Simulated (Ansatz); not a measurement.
# B2Cl2F2H2O2: small, medium and large basis sets

An exercise on one series of results from a longer session: the logs are not shown, and one member is left open.

Program: Ansatz 0.2.0, Gaussian basis. Level of theory: one geometry, several basis sets. These are calculated values, not measurements.

Plan: PBE0-D4/def2-SVP; ωB97M-V/def2-SVP; PBE0-D4/def2-QZVPP; ωB97M-V/def2-QZVPP; the functionals' def2-TZVPP values are taken from earlier runs.

### The geometry

All runs share one geometry, relaxed beforehand with PBE0-D4 in a triple-zeta def2 set.

10 atoms, charge 0, spin multiplicity 1.

Atoms are counted from 1 here; the program's logs count them from 0.

Bond lengths: F1–B2 1.348 Å, B2–Cl3 1.782 Å, B2–O4 1.547 Å, B2–O8 1.547 Å, O4–B5 1.542 Å, O4–H9 0.964 Å, B5–F6 1.330 Å, B5–Cl7 1.809 Å, B5–O8 1.542 Å, O8–H10 0.964 Å. Angles: F1–B2–Cl3 116.4°, F1–B2–O4 111.2°, F1–B2–O8 111.2°, Cl3–B2–O4 113.1°, Cl3–B2–O8 113.1°, O4–B2–O8 88.5°, B2–O4–B5 90.8°, B2–O4–H9 114.4°, B5–O4–H9 115.3°, O4–B5–F6 112.1°, O4–B5–Cl7 112.3°, O4–B5–O8 88.9°, F6–B5–Cl7 116.1°, F6–B5–O8 112.1°, Cl7–B5–O8 112.3°, B2–O8–B5 90.8°, B2–O8–H10 114.4°, B5–O8–H10 115.3°.

Coordinates:

```csv
atom,x (Å),y (Å),z (Å)
F1,-1.93890,-0.26593,-0.26683
B2,-0.95011,0.39946,0.36257
Cl3,-1.45265,1.65697,1.52115
O4,0.11998,0.88979,-0.64066
B5,1.08527,-0.22394,-0.18834
F6,2.22921,0.26644,0.28091
Cl7,1.22845,-1.54791,-1.41284
O8,0.09928,-0.57725,0.94287
H9,-0.15210,0.84942,-1.56500
H10,-0.18524,-1.49835,0.96916
```

The first run:

The input, in.yaml:

```yaml
crystal:
  periodic: [false, false, false]
  atoms:
    - {symbol: F, position_ang: [-1.938896, -0.265928, -0.266826]}
    - {symbol: B, position_ang: [-0.950112, 0.399458, 0.362575]}
    - {symbol: Cl, position_ang: [-1.452648, 1.656969, 1.521149]}
    - {symbol: O, position_ang: [0.119981, 0.889788, -0.640656]}
    - {symbol: B, position_ang: [1.085272, -0.223939, -0.188344]}
    - {symbol: F, position_ang: [2.229210, 0.266438, 0.280910]}
    - {symbol: Cl, position_ang: [1.228450, -1.547910, -1.412843]}
    - {symbol: O, position_ang: [0.099277, -0.577251, 0.942872]}
    - {symbol: H, position_ang: [-0.152095, 0.849420, -1.564996]}
    - {symbol: H, position_ang: [-0.185240, -1.498346, 0.969161]}
basis:
  gaussian: {orbitals: def2-SVP}
hamiltonian: {xc: pbe0, dispersion: d4}
output: {orbitals: {seedname: orbitals}}
```

Launch:

```console
$ ansatz run in.yaml --threads 8 --pin off --events-out ev --progress --plain --max-ram 18278MiB
```

Steps of the session up to this table: PBE0-D4 in def2-SVP; ωB97M-V in def2-SVP; PBE0-D4 in def2-QZVPP; ωB97M-V in def2-QZVPP.

One table of the session follows, with a row left open; its other results are not shown here.

It belongs to the step «Functionals by basis». 

```
functional       basis  HOMO (eV)  LUMO (eV)
   PBE0-D4    def2-SVP      -8.96       0.57
   PBE0-D4  def2-TZVPP      -9.19      -0.10
   PBE0-D4  def2-QZVPP      -9.22      -0.35
   ωB97M-V    def2-SVP     -11.24       2.25
   ωB97M-V  def2-TZVPP     -11.51       1.35
   ωB97M-V  def2-QZVPP          ?          ?
```

Estimate the missing values for ωB97M-V, def2-QZVPP.

As computed: HOMO (eV): -11.56; LUMO (eV): 0.88. In the column «HOMO (eV)» it is the lowest.
